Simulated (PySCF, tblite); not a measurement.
# B3Cl2H5N3Sb, a small molecule taken as a stand-in for a surface group (BN ring, N edge): infrared bands, NMR shifts, core binding energies and electronic excitations, part 2 of 2

tblite 0.8.0 and PySCF 2.14.0. Atoms count from 0, parts from 1. Earlier steps stand in the parts before.

### Step 6. Core-electron binding energies: SCAN, X2C

What the job is given:

```
{"job": {"kind": "xps", "holes": 4}, "charge": 0, "multiplicity": 1}
B      0.810621    -0.614106    -0.441020
N     -0.380542    -1.390124    -0.349914
B     -1.649876    -0.835368    -0.011437
N     -1.705701     0.574204     0.207869
B     -0.556002     1.405656     0.123215
N      0.713606     0.797986    -0.171800
Sb     2.317364     2.090692    -0.259649
Cl     2.015103     3.075218     1.882312
Cl     3.978779     0.522638     0.367640
H      1.854861    -1.130683    -0.755087
H     -0.317862    -2.383436    -0.532646
H     -2.637715    -1.525652     0.075945
H     -2.595237     0.998996     0.435012
H     -0.645463     2.602958     0.286593
```

Level: delta-SCF UKS SCAN, pcX-2 on the ionised atom, pcseg-1 elsewhere (x2c-SVPall past Kr), spin-free X2C.

The program printed:

```text
ground state, core basis on atom 0 (B), 212 functions
  cycle   1  E = -7645.81824555  |g| = 7.46e-01
  cycle   2  E = -7645.38091474  |g| = 1.46e+00
  cycle   3  E = -7645.95867222  |g| = 1.68e-01
  cycle   4  E = -7645.96304604  |g| = 1.17e-01
  cycle   5  E = -7645.96643162  |g| = 2.46e-02
  cycle   6  E = -7645.96660760  |g| = 8.00e-03
  cycle   7  E = -7645.96662266  |g| = 3.10e-03
  cycle   8  E = -7645.96662778  |g| = 1.00e-03
  cycle   9  E = -7645.96662897  |g| = 2.58e-04
  E(ground) = -7645.53657073 Eh
hole in B 1s of atom 0
  cycle   1  E = -7638.34430253  |g| = 1.18e+00
  cycle   2  E = -7635.77439302  |g| = 2.11e+00
  cycle   3  E = -7638.40887383  |g| = 6.95e-01
  cycle   4  E = -7638.70046313  |g| = 3.63e-01
  cycle   5  E = -7638.74445518  |g| = 2.14e-01
  cycle   6  E = -7638.76050926  |g| = 1.11e-01
  cycle   7  E = -7638.76722002  |g| = 2.11e-02
  cycle   8  E = -7638.76748180  |g| = 1.24e-02
  cycle   9  E = -7638.76761506  |g| = 6.91e-03
  cycle  10  E = -7638.76767114  |g| = 3.86e-03
  cycle  11  E = -7638.76769423  |g| = 1.69e-03
  cycle  12  E = -7638.76769602  |g| = 1.22e-03
  cycle  13  E = -7638.76769774  |g| = 4.83e-04
  E(ion) = -7638.33744580 Eh   <S^2> = 0.8121   hole on atom = 1.000   binding energy = 195.898 eV
ground state, core basis on atom 1 (N), 212 functions
  cycle   1  E = -7645.98384807  |g| = 7.17e-02
  cycle   2  E = -7645.98384445  |g| = 1.09e-02
  cycle   3  E = -7645.98372883  |g| = 2.36e-02
  cycle   4  E = -7645.98386725  |g| = 2.35e-03
  cycle   5  E = -7645.98387743  |g| = 2.96e-04
  E(ground) = -7645.55067764 Eh
hole in N 1s of atom 1
  cycle   1  E = -7630.39549807  |g| = 1.87e+00
  cycle   2  E = -7627.40509572  |g| = 2.64e+00
  cycle   3  E = -7630.77546836  |g| = 6.80e-01
  cycle   4  E = -7630.98367530  |g| = 4.20e-01
  cycle   5  E = -7631.08584171  |g| = 1.78e-01
  cycle   6  E = -7631.10816889  |g| = 4.61e-02
  cycle   7  E = -7631.10942348  |g| = 1.54e-02
  cycle   8  E = -7631.10949628  |g| = 9.76e-03
  cycle   9  E = -7631.10954546  |g| = 2.83e-03
  cycle  10  E = -7631.10954991  |g| = 1.42e-03
  cycle  11  E = -7631.10954874  |g| = 5.60e-04
  cycle  12  E = -7631.10954901  |g| = 2.37e-04
  E(ion) = -7630.67474800 Eh   <S^2> = 0.7650   hole on atom = 1.000   binding energy = 404.795 eV
ground state, core basis on atom 4 (B), 212 functions
  cycle   1  E = -7645.96630162  |g| = 5.00e-02
  cycle   2  E = -7645.96621599  |g| = 3.06e-02
  cycle   3  E = -7645.96635791  |g| = 1.99e-02
  cycle   4  E = -7645.96644662  |g| = 8.93e-03
  cycle   5  E = -7645.96646753  |g| = 1.39e-03
  cycle   6  E = -7645.96646804  |g| = 4.61e-04
  E(ground) = -7645.53656498 Eh
hole in B 1s of atom 4
  cycle   1  E = -7638.34160974  |g| = 1.18e+00
  cycle   2  E = -7635.71393152  |g| = 2.13e+00
  cycle   3  E = -7638.41215144  |g| = 6.90e-01
  cycle   4  E = -7638.70091265  |g| = 3.55e-01
  cycle   5  E = -7638.74194204  |g| = 2.16e-01
  cycle   6  E = -7638.75855257  |g| = 1.11e-01
  cycle   7  E = -7638.76513192  |g| = 2.14e-02
  cycle   8  E = -7638.76539037  |g| = 1.23e-02
  cycle   9  E = -7638.76552631  |g| = 6.85e-03
  cycle  10  E = -7638.76558223  |g| = 3.72e-03
  cycle  11  E = -7638.76560383  |g| = 1.69e-03
  cycle  12  E = -7638.76560277  |g| = 1.33e-03
  cycle  13  E = -7638.76560506  |g| = 4.45e-04
  E(ion) = -7638.33485077 Eh   <S^2> = 0.8116   hole on atom = 1.000   binding energy = 195.969 eV
ground state, core basis on atom 5 (N), 212 functions
  cycle   1  E = -7645.98634789  |g| = 7.25e-02
  cycle   2  E = -7645.98626685  |g| = 2.30e-02
  cycle   3  E = -7645.98586511  |g| = 4.65e-02
  cycle   4  E = -7645.98640014  |g| = 3.79e-03
  cycle   5  E = -7645.98640588  |g| = 1.01e-03
  cycle   6  E = -7645.98640266  |g| = 1.92e-04
  E(ground) = -7645.55276800 Eh
hole in N 1s of atom 5
  cycle   1  E = -7630.38989469  |g| = 1.89e+00
  cycle   2  E = -7629.07564188  |g| = 2.40e+00
  cycle   3  E = -7630.94179010  |g| = 6.03e-01
  cycle   4  E = -7630.97948821  |g| = 5.03e-01
  cycle   5  E = -7631.13098606  |g| = 1.09e-01
  cycle   6  E = -7631.13656872  |g| = 3.96e-02
  cycle   7  E = -7631.13747438  |g| = 1.45e-02
  cycle   8  E = -7631.13757632  |g| = 3.47e-03
  cycle   9  E = -7631.13758116  |g| = 1.20e-03
  cycle  10  E = -7631.13758349  |g| = 6.22e-04
  cycle  11  E = -7631.13758445  |g| = 3.61e-04
  E(ion) = -7630.70150928 Eh   <S^2> = 0.7698   hole on atom = 1.000   binding energy = 404.123 eV
```

It took 3.4 min on 1 thread of Intel Xeon at 2.50GHz, shared host; peak memory 0.74 GiB.

Atoms past Kr, which the light-atom basis doesn't hold, take an all-electron relativistic set.

The holes in one table. −ε is the ground-state orbital energy:

| hole | stands for | environment | ΔSCF (eV) | −ε (eV) | ⟨S²⟩ |
| --- | --- | --- | --- | --- | --- |
| B1s on B0 | B0 | boron bonded to 2 N, H | 195.90 | 180.5 | 0.812 |
| N1s on N1 | N1 | nitrogen bonded to 2 B, H | 404.79 | 386.0 | 0.765 |
| B1s on B4 | B4 | boron bonded to 2 N, H | 195.97 | 180.6 | 0.812 |
| N1s on N5 | N5 | nitrogen bonded to 2 B, Sb | 404.12 | 386.2 | 0.770 |

### Step 7. Excited states and response: wB97X-D/def2-SVP

Settings changed since step 6:

```diff
@@ -1,2 +1,2 @@
-{"job": {"kind": "xps", "holes": 4}, "charge": 0, "multiplicity": 1}
+{"job": {"kind": "uv", "xc": "wB97X-D", "basis": "def2-SVP", "nstates": 6, "ntriplets": 2, "ip": false}, "charge": 0, "multiplicity": 1}
 B      0.810621    -0.614106    -0.441020
```

Level: TDDFT wB97X-D/def2-SVP, vertical, gas phase, core orbitals frozen in the response.

The program printed:

```text
coarse grid: 63920 points
cycle   1  E = -1395.9366012125  dE = -1.808e+01  |g| = 3.644e+00  |ddm| = 1.111e+01
cycle   2  E = -1226.7781516187  dE =  1.692e+02  |g| = 1.554e+01  |ddm| = 5.224e+01
cycle   3  E = -1399.0491018904  dE = -1.723e+02  |g| = 2.479e+00  |ddm| = 5.150e+01
cycle   4  E = -1402.1986175032  dE = -3.150e+00  |g| = 6.621e-01  |ddm| = 3.716e+00
cycle   5  E = -1402.2940654848  dE = -9.545e-02  |g| = 2.966e-01  |ddm| = 1.060e+00
cycle   6  E = -1402.3101103192  dE = -1.604e-02  |g| = 1.343e-01  |ddm| = 3.212e-01
cycle   7  E = -1402.3146053097  dE = -4.495e-03  |g| = 3.454e-02  |ddm| = 1.189e-01
cycle   8  E = -1402.3149959224  dE = -3.906e-04  |g| = 1.531e-02  |ddm| = 4.210e-02
cycle   9  E = -1402.3150920407  dE = -9.612e-05  |g| = 4.069e-03  |ddm| = 2.617e-02
cycle  10  E = -1402.3150981374  dE = -6.097e-06  |g| = 1.323e-03  |ddm| = 8.151e-03
final grid: 131000 points
cycle  11  E = -1402.3153119470  dE = -1.024e-05  |g| = 1.352e-03  |ddm| = 7.717e-03
cycle  12  E = -1402.3153121351  dE = -1.880e-07  |g| = 9.541e-04  |ddm| = 1.973e-03
cycle  13  E = -1402.3153123143  dE = -1.793e-07  |g| = 2.006e-04  |ddm| = 9.938e-04
cycle  14  E = -1402.3153123242  dE = -9.899e-09  |g| = 4.195e-05  |ddm| = 2.092e-04
cycle  15  E = -1402.3153123254  dE = -1.150e-09  |g| = 2.090e-05  |ddm| = 1.219e-04
cycle  16  E = -1402.3153123256  dE = -2.051e-10  |g| = 5.895e-06  |ddm| = 4.540e-05
converged SCF energy = -1402.3153123256

Static polarisability (au): isotropic 105.408, principal 75.224 113.546 127.455

Singlet excitations
state   eV       nm        f      main configurations
  1   5.4797    226.3   0.05325   H->L 0.88
  2   5.6306    220.2   0.09827   H->L+1 0.89
  3   5.9916    206.9   0.00857   H-2->L 0.76
  4   6.0359    205.4   0.00133   H-3->L 0.86
  5   6.1811    200.6   0.03440   H-2->L+1 0.47, H-4->L 0.32
  6   6.2694    197.8   0.01785   H-3->L+1 0.48, H-5->L 0.24

Triplet excitations (Tamm-Dancoff, eV): 4.4632 4.7166
```

Run time: 85 s. Hardware: 1 thread of Intel Xeon at 2.50GHz, shared host; peak memory 0.98 GiB.

The orbitals next to the gap, with their largest atomic shares:

| orbital | eV | atoms |
| --- | --- | --- |
| HOMO−3 | -10.47 | Cl7 46 %, Cl8 43 % |
| HOMO−2 | -10.29 | N5 33 %, Cl7 22 %, N3 12 % |
| HOMO−1 | -10.19 | N1 40 %, N3 32 %, B4 9 % |
| HOMO | -9.56 | Sb6 32 %, N5 20 %, Cl7 19 % |
| LUMO | 0.14 | Sb6 72 %, Cl7 11 %, Cl8 11 % |
| LUMO+1 | 0.36 | Sb6 68 %, Cl8 13 %, Cl7 12 % |
| LUMO+2 | 1.43 | Sb6 60 %, N5 16 %, Cl8 6 % |

With each of the 6 states as a Gaussian band of 0.4 eV half-width at 1/e, the curve within the window shown has maxima at 221 nm (ε 6,300) L/(mol cm). Beyond the last state computed it falls off for lack of states. The curve at chosen wavelengths:

nm, ε (L/mol/cm) and a bar:
```
      189       1024 ###
      192       1561 ######
      194       1938 ########
      197       2482 ###########
      199       2814 ############
      202       3279 ###############
      205       3753 #################
      207       4103 ###################
      210       4693 ######################
      212       5109 ########################
      215       5698 ###########################
      218       6130 #############################
      220       6274 ##############################
      223       6225 ##############################
      225       6013 #############################
      228       5459 ##########################
      231       4706 ######################
      233       4147 ###################
      236       3298 ###############
      238       2761 ############
      241       2042 #########
      244       1453 ######
      246       1134 ####
      249        760 ##
      251        572 #
      254        364
```

Ground-state properties from the same run:

| property | computed |
| --- | --- |
| dipole moment (D) | 3.13 |
| polarisability (Å³) | 15.62 |
| HOMO–LUMO gap (eV) | 9.70 |
| −ε(HOMO) (eV) | 9.56 |

### Step 8. NMR shieldings: B3LYP/def2-SVP+pcSseg-0

Settings changed since step 7:

```diff
@@ -1,2 +1,2 @@
-{"job": {"kind": "uv", "xc": "wB97X-D", "basis": "def2-SVP", "nstates": 6, "ntriplets": 2, "ip": false}, "charge": 0, "multiplicity": 1}
+{"job": {"kind": "nmr", "xc": "B3LYP", "basis": {"default": "pcSseg-0", "Sb": "def2-SVP"}, "pop": false, "scf": {"level_shift": 0.2}}, "charge": 0, "multiplicity": 1}
 B      0.810621    -0.614106    -0.441020
```

Method: GIAO B3LYP/pcSseg-0 Sb:def2-SVP NMR shielding, scalar relativity only through core potentials, gas phase.

The program printed:

```text
final grid: 131000 points
cycle   1  E = -1394.4861805895  dE = -1.760e+01  |g| = 3.852e+00  |ddm| = 1.100e+01
cycle   2  E = -1222.5778927274  dE =  1.719e+02  |g| = 1.439e+01  |ddm| = 4.597e+01
cycle   3  E = -1387.4557966146  dE = -1.649e+02  |g| = 4.819e+00  |ddm| = 4.363e+01
cycle   4  E = -1400.6305517304  dE = -1.317e+01  |g| = 1.509e+00  |ddm| = 1.165e+01
cycle   5  E = -1401.2918321930  dE = -6.613e-01  |g| = 5.598e-01  |ddm| = 2.664e+00
cycle   6  E = -1401.3666901873  dE = -7.486e-02  |g| = 2.385e-01  |ddm| = 7.029e-01
cycle   7  E = -1401.3836481245  dE = -1.696e-02  |g| = 1.386e-01  |ddm| = 3.120e-01
cycle   8  E = -1401.3909096348  dE = -7.262e-03  |g| = 3.234e-02  |ddm| = 2.117e-01
cycle   9  E = -1401.3915800028  dE = -6.704e-04  |g| = 1.097e-02  |ddm| = 7.245e-02
cycle  10  E = -1401.3916712801  dE = -9.128e-05  |g| = 4.226e-03  |ddm| = 2.552e-02
cycle  11  E = -1401.3916855379  dE = -1.426e-05  |g| = 1.819e-03  |ddm| = 9.720e-03
cycle  12  E = -1401.3916882490  dE = -2.711e-06  |g| = 8.777e-04  |ddm| = 4.195e-03
cycle  13  E = -1401.3916888140  dE = -5.650e-07  |g| = 4.008e-04  |ddm| = 1.992e-03
cycle  14  E = -1401.3916889323  dE = -1.183e-07  |g| = 1.381e-04  |ddm| = 8.589e-04
cycle  15  E = -1401.3916889536  dE = -2.124e-08  |g| = 6.279e-05  |ddm| = 3.798e-04
cycle  16  E = -1401.3916889577  dE = -4.103e-09  |g| = 2.571e-05  |ddm| = 1.696e-04
cycle  17  E = -1401.3916889585  dE = -8.558e-10  |g| = 1.230e-05  |ddm| = 7.943e-05
level shift removed, Fock matrix diagonalised once more
converged SCF energy = -1401.3916889585

GIAO shielding tensors (ppm)
atom      isotropic    diamagn.    paramagn.     s11        s22        s33       span
  0 B       76.271     194.778    -118.506     49.602     58.626    120.586     70.984
  1 N      116.872     329.806    -212.934    -31.344    146.556    235.403    266.747
  2 B       76.722     192.983    -116.261     53.179     55.866    121.121     67.942
  3 N      118.271     329.901    -211.630    -28.349    146.816    236.344    264.693
  4 B       75.912     194.284    -118.372     47.319     60.489    119.927     72.609
  5 N       64.941     333.030    -268.090    -25.943     29.840    190.924    216.867
  6 Sb         nan         nan         nan        nan        nan        nan        nan
  7 Cl     685.676    1146.325    -460.649    431.086    666.944    958.996    527.910
  8 Cl     714.564    1146.570    -432.006    518.400    686.452    938.841    420.441
  9 H       26.631      31.353      -4.722     21.987     26.842     31.065      9.078
 10 H       27.381      31.480      -4.099     23.197     26.650     32.295      9.098
 11 H       26.882      29.538      -2.656     24.339     26.473     29.834      5.495
 12 H       27.427      30.590      -3.163     23.297     26.615     32.370      9.072
 13 H       26.683      30.802      -4.119     22.499     26.415     31.135      8.636
```

Run time: 51 s. Hardware: 1 thread of Intel Xeon at 2.50GHz, shared host; peak memory 0.82 GiB.

In short: σ B4 75.9, B0 76.3, B2 76.7, N5 64.9, H9 26.63, H13 26.68 ppm.

### Step 9. Nuclear shieldings: HF/def2-SVP+pcSseg-0

Settings changed since step 8:

```diff
@@ -1,2 +1,2 @@
-{"job": {"kind": "nmr", "xc": "B3LYP", "basis": {"default": "pcSseg-0", "Sb": "def2-SVP"}, "pop": false, "scf": {"level_shift": 0.2}}, "charge": 0, "multiplicity": 1}
+{"job": {"kind": "nmr", "xc": "HF", "basis": {"default": "pcSseg-0", "Sb": "def2-SVP"}, "pop": false, "grid": 0, "scf": {"max_cycle": 70}}, "charge": 0, "multiplicity": 1}
 B      0.810621    -0.614106    -0.441020
```

With the program's defaults for keys left out, this is: GIAO HF/pcSseg-0 Sb:def2-SVP NMR shielding, scalar relativity only through core potentials, gas phase.

The program printed:

```text
final grid: 15624 points
cycle   1  E = -1391.6864899796  dE = -1.901e+01  |g| = 3.028e+00  |ddm| = 1.044e+01
cycle   2  E = -1288.2960560597  dE =  1.034e+02  |g| = 1.326e+01  |ddm| = 4.377e+01
cycle   3  E = -1394.4449130288  dE = -1.061e+02  |g| = 2.154e+00  |ddm| = 4.295e+01
cycle   4  E = -1397.2170413584  dE = -2.772e+00  |g| = 4.031e-01  |ddm| = 3.728e+00
cycle   5  E = -1397.2612163030  dE = -4.417e-02  |g| = 1.672e-01  |ddm| = 7.115e-01
cycle   6  E = -1397.2685798142  dE = -7.364e-03  |g| = 7.470e-02  |ddm| = 2.116e-01
cycle   7  E = -1397.2704521149  dE = -1.872e-03  |g| = 3.441e-02  |ddm| = 1.007e-01
cycle   8  E = -1397.2709676998  dE = -5.156e-04  |g| = 9.175e-03  |ddm| = 6.701e-02
cycle   9  E = -1397.2710105462  dE = -4.285e-05  |g| = 2.473e-03  |ddm| = 1.818e-02
cycle  10  E = -1397.2710150801  dE = -4.534e-06  |g| = 6.239e-04  |ddm| = 6.889e-03
cycle  11  E = -1397.2710154157  dE = -3.356e-07  |g| = 2.003e-04  |ddm| = 1.907e-03
cycle  12  E = -1397.2710154508  dE = -3.515e-08  |g| = 5.936e-05  |ddm| = 6.735e-04
cycle  13  E = -1397.2710154532  dE = -2.326e-09  |g| = 1.654e-05  |ddm| = 1.490e-04
cycle  14  E = -1397.2710154533  dE = -1.764e-10  |g| = 5.047e-06  |ddm| = 4.164e-05
converged SCF energy = -1397.2710154533

GIAO shielding tensors (ppm)
atom      isotropic    diamagn.    paramagn.     s11        s22        s33       span
  0 B       86.200     190.759    -104.559     60.371     71.059    127.170     66.799
  1 N      148.504     333.619    -185.114     11.312    176.362    257.839    246.527
  2 B       86.451     189.383    -102.932     64.720     66.607    128.028     63.308
  3 N      149.692     333.994    -184.303     14.191    176.223    258.661    244.470
  4 B       85.864     190.288    -104.424     57.858     72.864    126.872     69.014
  5 N      122.809     335.124    -212.316     28.073    107.255    233.097    205.024
  6 Sb         nan         nan         nan        nan        nan        nan        nan
  7 Cl     871.388    1146.882    -275.494    669.082    898.830   1046.254    377.172
  8 Cl     891.571    1147.058    -255.487    728.503    914.483   1031.728    303.224
  9 H       26.954      30.919      -3.966     21.933     27.857     31.072      9.139
 10 H       28.669      32.506      -3.838     23.379     26.800     35.827     12.448
 11 H       27.101      29.441      -2.340     24.303     26.205     30.795      6.491
 12 H       28.700      31.739      -3.039     23.448     26.772     35.881     12.432
 13 H       27.091      30.649      -3.558     22.635     27.452     31.185      8.550
```

Wall time 18 s (1 thread of Intel Xeon at 2.50GHz, shared host); peak memory 0.85 GiB.

The cap on cycles was not reached: the SCF converged in 14 cycles.

In short: σ B4 85.9, B0 86.2, B2 86.5, N5 122.8, H9 26.95, H13 27.09 ppm.

### Step 10. Side by side: NMR shifts

Isotropic shieldings (ppm) of some atoms, chosen among heavy atoms and hydrogens apart, with basis size and wall time:

| run | H10 | H12 | N5 | N1 | N3 | Cl7 | Cl8 | functions | time |
| --- | --- | --- | --- | --- | --- | --- | --- | --- | --- |
| PBE0/def2-SVP+pcSseg-1 | 25.40 | 25.43 | 70.0 | 117.1 | 118.3 | 697 | 722 | 201 | 2 min |
| B3LYP/def2-SVP+pcSseg-0 | 27.38 | 27.43 | 64.9 | 116.9 | 118.3 | 686 | 715 | 116 | 51 s |
| HF/def2-SVP+pcSseg-0 | 28.67 | 28.70 | 122.8 | 148.5 | 149.7 | 871 | 892 | 116 | 18 s |

### Step 11. Results

The summary covers parts 1 to 2.

```
                                                    quantity                             value
                   strongest single infrared mode (GFN2-xTB)                         1405 cm⁻¹
                                                 point group                                C1
                        rotational constants (main isotopes)              1.22, 0.52, 0.43 GHz
              ¹H shifts against TMS (PBE0/def2-SVP+pcSseg-1)  5.86, 5.84, 5.14, 5.06, 4.79 ppm
        ¹¹B shifts against BF3·OEt2 (PBE0/def2-SVP+pcSseg-1)              28.2, 28.2, 27.9 ppm
             ¹⁵N shifts against NH3 (PBE0/def2-SVP+pcSseg-1)           195.7, 148.6, 147.4 ppm
            ³⁵Cl shifts against HCl (PBE0/def2-SVP+pcSseg-1)                      247, 222 ppm
                       surface potential, 1st and 99th percentile                -0.80 V and 1.88 V
B1s binding energies, SCAN/pcX-2 (standing for 2 of 3 atoms)           B4 195.97, B0 195.90 eV
N1s binding energies, SCAN/pcX-2 (standing for 2 of 3 atoms)           N1 404.79, N5 404.12 eV
                           lowest singlet (wB97X-D/def2-SVP)       5.48 eV (226 nm), f = 0.053
                    brightest single state of those computed       state 2, 5.63 eV, f = 0.098
                                              lowest triplet                           4.46 eV
                               range of the shielding of Cl7                    686 to 871 ppm
```

**Reading.** No mode is imaginary at GFN2-xTB; the softest lies at 10 cm⁻¹. Relaxing lowered the energy by 0.295 eV in 45 steps; the close pair that moved most is B0–H9, from 1.141 to 1.207 Å (PBE0/def2-SVP). At PBE0/def2-SVP+pcSseg-1: Shielding is most anisotropic at Cl7 (span 518 ppm, paramagnetic term -451 ppm). By nearest atom (PBE0/def2-SVP+pcSseg-1), the HOMO sits on Sb6 29 %; N5 23 % and the LUMO on Sb6 60 %; Cl7, Cl8 about 14 % each. The B1s levels computed lie within 0.07 eV of one another, too close to rank. Only 2 of the 3 B atoms are covered by sound results. N1 (nitrogen bonded to 2 B, H) binds its N1s electron 0.67 eV more tightly than N5 (nitrogen bonded to 2 B, Sb). Only 2 of the 3 N atoms are covered by sound results. The lowest singlet, at 5.48 eV, is HOMO→LUMO 0.88 and is bright; of the 6 states computed, the strongest absorption comes from state 2 at 5.63 eV. The lowest triplet lies 1.02 eV below the lowest singlet (triplets in Tamm-Dancoff, singlets in full TDDFT). Spin-orbit coupling, left out, mixes singlets and triplets in elements this heavy. In ppm, Cl7 moves most: its shielding spreads over 186 ppm, from 686 (B3LYP/def2-SVP+pcSseg-0) to 871 (HF/def2-SVP+pcSseg-0). Spin-orbit coupling is left out, which matters for shieldings and couplings at and beside the heavy atoms. A capped cluster stands for the solid here, so long-range fields and strain are missing, and bands or shifts of the capping hydrogens have no counterpart in it.
